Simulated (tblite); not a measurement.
# C4H16GeSi2: the cost of one run

Programs: tblite 0.8.0 and PySCF 2.14.0, with density-fitted response routines of our own. Each step states its level of theory. These are calculated values for one molecule in the gas phase, unless marked as measured. Atoms are numbered from 0 throughout.

## 1. The molecule as given

23 atoms, charge 0, multiplicity 1; geometry from: force field or distance geometry start.

Bonds of the start (Å): C0–C1 1.50, C1–C2 1.52, C1–Si3 1.87, C1–C4 1.51, C4–Si5 1.85, Si5–Ge6 2.32, C0–H7 1.13, C0–H8 1.08, C0–H9 1.14, C2–H10 1.10, C2–H11 1.11, C2–H12 1.13, Si3–H13 1.45, Si3–H14 1.47, Si3–H15 1.48, C4–H16 1.11, C4–H17 1.11, Si5–H18 1.47, Si5–H19 1.49, Ge6–H20 1.53, Ge6–H21 1.54, Ge6–H22 1.55.

## 2. Relaxing the molecule with GFN2-xTB

Job settings and geometry (Å):

```
{"job": {"kind": "relax", "xc": "GFN2-xTB", "basis": "xTB"}, "charge": 0, "multiplicity": 1}
C     -1.320300     1.426600     0.325700
C     -1.053800     0.031100    -0.155500
C     -1.595300    -0.885200     0.926400
Si    -1.945000    -0.199100    -1.778700
C      0.401100    -0.247200    -0.442000
Si     1.522100    -0.009200     1.005100
Ge     3.696000    -0.062100     0.192500
H     -1.006500     1.586000     1.400900
H     -0.933700     2.211700    -0.311400
H     -2.457800     1.517300     0.334500
H     -0.818500    -1.249500     1.608000
H     -2.182300    -1.680900     0.431800
H     -2.318700    -0.299900     1.564300
H     -3.381300    -0.011900    -1.657900
H     -1.433800     0.828900    -2.692500
H     -1.626200    -1.554700    -2.270400
H      0.470400    -1.310700    -0.742400
H      0.800500     0.355600    -1.286800
H      1.278600     1.207400     1.787600
H      1.384100    -1.198300     1.891300
H      4.125300     1.270700    -0.412600
H      4.692700    -0.590800     1.247600
H      3.697600    -1.108800    -0.955200
```

Launch:

```sh
$ OMP_NUM_THREADS=1 python probes_run.py task.json out
```

The driver reads the jobs from task.json and runs them one after another.

Q: Estimate the wall time and peak memory of this first job on 1 thread of Arm Neoverse N1, shared host.

About 1.8 s, with a peak of 0.18 GiB.
